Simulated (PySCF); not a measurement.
# HfCl4(H2O): how tightly the ligands are held

Aim: take one ligand of each kind off HfCl4(H2O), with both parts rigid, and scan its distance from the metal. It is a constructed species; whether it can be made isn't addressed.

The runs use PySCF 2.14.0; PBE, Hf def2-SVP with ECP60, Cl def2-SVP, O def2-SVP, H def2-SVP; scalar-relativistic core potentials, no spin–orbit coupling.

3 further runs of the same task are left out: 2 for a known fault of the program, 1 that didn't finish. Runs told in other sessions of the task aren't counted.

### 1 Where the work starts

8 atoms, charge 0, spin multiplicity 1.

Bond lengths: Hf1–Cl2 2.418 Å, Hf1–Cl3 2.418 Å, Hf1–Cl4 2.344 Å, Hf1–Cl5 2.344 Å, Hf1–O6 2.265 Å, O6–H7 0.979 Å, O6–H8 0.979 Å. Angles: Cl2–Hf1–Cl3 147.8°, Cl2–Hf1–Cl4 99.3°, Cl2–Hf1–Cl5 99.1°, Cl2–Hf1–O6 73.9°, Cl3–Hf1–Cl4 99.1°, Cl3–Hf1–Cl5 99.3°, Cl3–Hf1–O6 73.9°, Cl4–Hf1–Cl5 109.3°, Cl4–Hf1–O6 125.3°, Cl5–Hf1–O6 125.3°, Hf1–O6–H7 123.3°, Hf1–O6–H8 123.3°, H7–O6–H8 113.3°.

As a file:

```xyz
8
charge 0, multiplicity 1
Hf   -0.02564   -0.04441    0.00000
Cl   -0.53708   -0.52285    2.31403
Cl   -0.18425   -0.72655   -2.31403
Cl    2.30172    0.17748    0.16340
Cl   -0.99719    2.08207   -0.16340
O    -1.15832   -2.00630    0.00000
H    -1.48678   -2.43787    0.81477
H    -1.36784   -2.50654   -0.81477
```

Formal oxidation states: Hf +4. An earlier session relaxed this geometry at PBE, Hf def2-SVP with ECP60, Cl def2-SVP, O def2-SVP, H def2-SVP (singlet, point group C2v).

### 2 Cl taken off

The ligand (atom 2) keeps its formal charge and a closed shell where it can; ligand and rest are solved at the complex's geometry, in vacuum, with the settings of the relaxation.

```csv
part,charge,state,energy (Eh)
complex,0,singlet,-1964.141528
ligand,-1,singlet,-459.882975
rest,1,singlet,-1503.907664
```

Wall time 2.7 s (2 threads of Arm Neoverse V2, shared host).

### 3 Rigid scan of Cl

Atom 2 moves along the line from atom 1; the distance is to the donor, the donors' midpoint or the ring centre. Each point starts from the density of the one before.

```csv
distance (Å),energy from the relaxed point (eV)
2.12,0.834
2.22,0.320
2.32,0.069
2.42,0.000
2.52,0.054
2.62,0.191
2.82,0.608
3.12,1.361
3.52,2.317
4.02,3.266
```

It took 27 s on 2 threads of Arm Neoverse V2, shared host.

### 4 H2O taken off

The ligand (atoms 6, 7, 8) keeps its formal charge and a closed shell where it can; ligand and rest are solved at the complex's geometry, in vacuum, with the settings of the relaxation.

```csv
part,charge,state,energy (Eh)
complex,0,singlet,-1964.141528
ligand,0,singlet,-76.269650
rest,0,singlet,-1887.814745
```

Run time: 2.1 s. Hardware: 2 threads of Arm Neoverse V2, shared host.

### 5 Rigid scan of H2O

Atoms 6, 7, 8 move together along the line from atom 1; the distance is to the donor, the donors' midpoint or the ring centre. Each point starts from the density of the one before.

```csv
distance (Å),energy from the relaxed point (eV)
1.97,0.575
2.07,0.213
2.17,0.044
2.27,0.000
2.37,0.031
2.47,0.106
2.67,0.308
2.97,0.610
3.37,0.910
3.87,1.144
```

Run time: 24 s. Hardware: 2 threads of Arm Neoverse V2, shared host.

### 6 What came out

| quantity | value |
| --- | --- |
| taking off Cl | 9.55 eV |
| stiffness of the Cl contact | 12.3 eV/Å² |
| taking off H2O | 1.55 eV |
| stiffness of the H2O contact | 7.6 eV/Å² |

Taking off Cl as a fragment of charge -1 costs 9.55 eV, much of it the attraction of the two charges. Near 2.42 Å the Cl contact has a stiffness of about 12.3 eV/Å², and the energy stands 3.27 eV higher at 4.02 Å. Taking off H2O as a fragment of charge +0 costs 1.55 eV. Near 2.27 Å the H2O contact has a stiffness of about 7.6 eV/Å², and the energy stands 1.14 eV higher at 3.87 Å. The free anion is solved without diffuse functions, no counterpoise correction is made, and the parts aren't relaxed; each of these makes the binding look larger. These are double-zeta-type bases without diffuse functions. Spin–orbit coupling is left out.
